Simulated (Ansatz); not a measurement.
# NaBr (singlet): from Hartree-Fock to the top rungs at distance Br1–Na2 = 2.507 Å, cc-pVDZ

Aim: climb from Hartree-Fock through coupled cluster and multireference methods for NaBr (singlet) at one geometry and basis, and see what each rung misses.

The runs use Ansatz 0.2.0, Gaussian basis; cc-pVDZ, core rule «outside noble gas», up to 19 orbitals frozen.

Plan: UHF; CCSD(T) on RHF; BCCD(T) on RHF; CISD; CCSDT(Q) on RHF; CCSDTQ on RHF; CASSCF and MRCISD+Q, 2 electrons in 2 orbitals; CASSCF and NEVPT2, 2 electrons in 2 orbitals.

54 further runs of the same task are left out: 33 for a known fault of the program, 19 that didn't finish, 2 set aside as unsound or not needed. Runs told in other sessions of the task aren't counted.

## 1. The geometry

The geometry derives from a PBE0/def2-TZVP stationary point (not a proven minimum). One bond is set to the value named and the two fragments are kept rigid. No spin-orbit coupling is included. The filled d shell of Br may be among the frozen orbitals whatever the setting's name suggests.

2 atoms, charge 0, spin multiplicity 1.

Atoms are counted from 1 here; the program's logs count them from 0.

Bond lengths: Br1–Na2 2.507 Å.

## 2. UHF

File in.yaml:

```yaml
crystal:
  periodic: [false, false, false]
  atoms:
    - {symbol: Br, position_ang: [0.000000, 0.000000, 0.000000]}
    - {symbol: Na, position_ang: [0.000000, 0.000000, 2.506800]}
basis:
  gaussian: {orbitals: cc-pVDZ}
magnetization: {spin_polarized: true, initial_magnetization: 0}
hamiltonian: {xc: hf}
output: {orbitals: {seedname: orbitals}}
```

Run with:

```bash
> ansatz run in.yaml --threads 1 --pin off --events-out ev --progress --plain --max-ram 2393MiB
```

The runs that follow: CCSD(T) on RHF; BCCD(T) on RHF; CISD; CCSDT(Q) on RHF; CCSDTQ on RHF; CASSCF and MRCISD+Q, 2 electrons in 2 orbitals; CASSCF and NEVPT2, 2 electrons in 2 orbitals.

Q: Predict the results of all the runs planned. Wanted: RCCSDTQ from the RHF energy; RMP2 from RCCSDTQ; RCCSD from RCCSDTQ; RCCSD(T) from RCCSDTQ; RCCSDT(Q) from RCCSDTQ; NEVPT2 pair from RCCSDTQ; T1 diagnostic.

The runs gave:

```
                         quantity                                 value
      RCCSDTQ from the RHF energy                            -3.6149 eV
                RMP2 from RCCSDTQ                          +33.1 kJ/mol
               RCCSD from RCCSDTQ                           +5.7 kJ/mol
            RCCSD(T) from RCCSDTQ                           +1.2 kJ/mol
           RCCSDT(Q) from RCCSDTQ                            0.0 kJ/mol
         NEVPT2 pair from RCCSDTQ                          +32.5 kJ/mol
levels within 1 kcal/mol (43 meV)  RCCSD(T), BCCD(T), RCCSDT, RCCSDT(Q)
                    T1 diagnostic                                 0.009
```

What this shows: RCCSD(T) lands +1.2 kJ/mol from the yardstick (0.3 % of the correlation energy). These misses are within one basis, not against nature.
